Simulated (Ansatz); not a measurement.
**SiW (CsCl type): how the settings move a single-point run**

Aim: see which settings change the result for SiW (CsCl type), by how much, and at what cost.

Method: reference: DFT, LDA, all-electron PAW with datasets made for the crystal, scalar-relativistic, in Ansatz 0.2.0.

1 further run of the same task is left out (it didn't finish). Runs told in other sessions of the task aren't counted.

### Step 1. The structure to begin with

Symmetry: Pm-3m, No. 221, cubic system. Conventional cell: a = 2.962 Å, b = 2.962 Å, c = 2.962 Å, α = 90.00°, β = 90.00°, γ = 90.00°. W (site symmetry m-3m) is surrounded by 8 Si at 2.57 Å. Si (site symmetry m-3m) is surrounded by 8 W at 2.57 Å.

Coordinates:

```cif
data_structure
_symmetry_space_group_name_H-M 'P 1'
_symmetry_Int_Tables_number 1
_cell_length_a 2.9620
_cell_length_b 2.9620
_cell_length_c 2.9620
_cell_angle_alpha 90.000
_cell_angle_beta 90.000
_cell_angle_gamma 90.000
_cell_volume 25.99
loop_
_atom_site_label
_atom_site_type_symbol
_atom_site_fract_x
_atom_site_fract_y
_atom_site_fract_z
_atom_site_occupancy
W1 W 0.00000 0.00000 0.00000 1
Si1 Si 0.50000 0.50000 0.50000 1
```

### Step 2. The reference run

Input file input.yaml:

```yaml
crystal:
  lattice:
    - [2.9619858604, 0.0, 0.0]
    - [0.0, 2.9619858604, 0.0]
    - [0.0, 0.0, 2.9619858604]
  atoms:
    - { symbol: W, position: [0.0, 0.0, 0.0] }
    - { symbol: Si, position: [0.5, 0.5, 0.5] }
kpoints:
  mp_grid: { grid: [13, 13, 13] }
scf:
  occupations: { method: fermi_dirac, width: 0.05 }
hamiltonian:
  xc: lda
  pseudopotentials: { kind: all_electron, datasets: crystal }
output:
  forces: true
  stress: true
  eigenvalues: true
```

Run with:

```sh
$ ansatz run input.yaml --threads 1 --pin off --max-ram 2048MiB --backend cpu --events-out ev --progress --plain --runs-dir out
```

### Step 3. The same system, input altered

Changes to input.yaml since step 2:

```diff
@@ -9,3 +9,3 @@
 kpoints:
-  mp_grid: { grid: [13, 13, 13] }
+  mp_grid: { grid: [13, 13, 13], shift: [0.5, 0.5, 0.5] }
 scf:
@@ -15,2 +15,3 @@
   pseudopotentials: { kind: all_electron, datasets: crystal }
+  hubbard: { sites: [{ species: W, l: d, u_eff: 4.0 }], double_counting: fll }
 output:
```

(Steps that only read results are left out.)

What does the calculation give? Wanted: for each run, ending; energy change.

**Answer**, as computed:

| run | ending | energy change | cycles | time |
| --- | --- | --- | --- | --- |
| reference | converged | - | 9 | 27 s |
| 1: mp_grid.shift [0.5, 0.5, 0.5], hubbard.sites [{species: W, l: d, u_eff: 4.0}], hubbard.double_counting fll | refused | - | - | 0.67 s |

Residual by cycle in the longest SCF loop of each run; runs are numbered as in the table. The quantity is the density residual dr2, in eV.

| cycle | reference |
| --- | --- |
| 1 | 3.35 |
| 2 | 0.582 |
| 3 | 0.00783 |
| 4 | 0.00425 |
| 5 | 0.0012 |
| 6 | 2.6e-4 |
| 7 | 2.4e-5 |
| 8 | 2.9e-8 |
| 9 | 2.0e-8 |

**Reading.** With the changed k-point mesh, Hubbard U and double counting of the Hubbard term the run ends refused. The structure is not at rest: the sound run finds 15 GPa, so these are no properties of the relaxed crystal. The reference has no spin polarisation; with W present, a magnetic state may lie lower. 1 of the 1 altered inputs did not end normally.
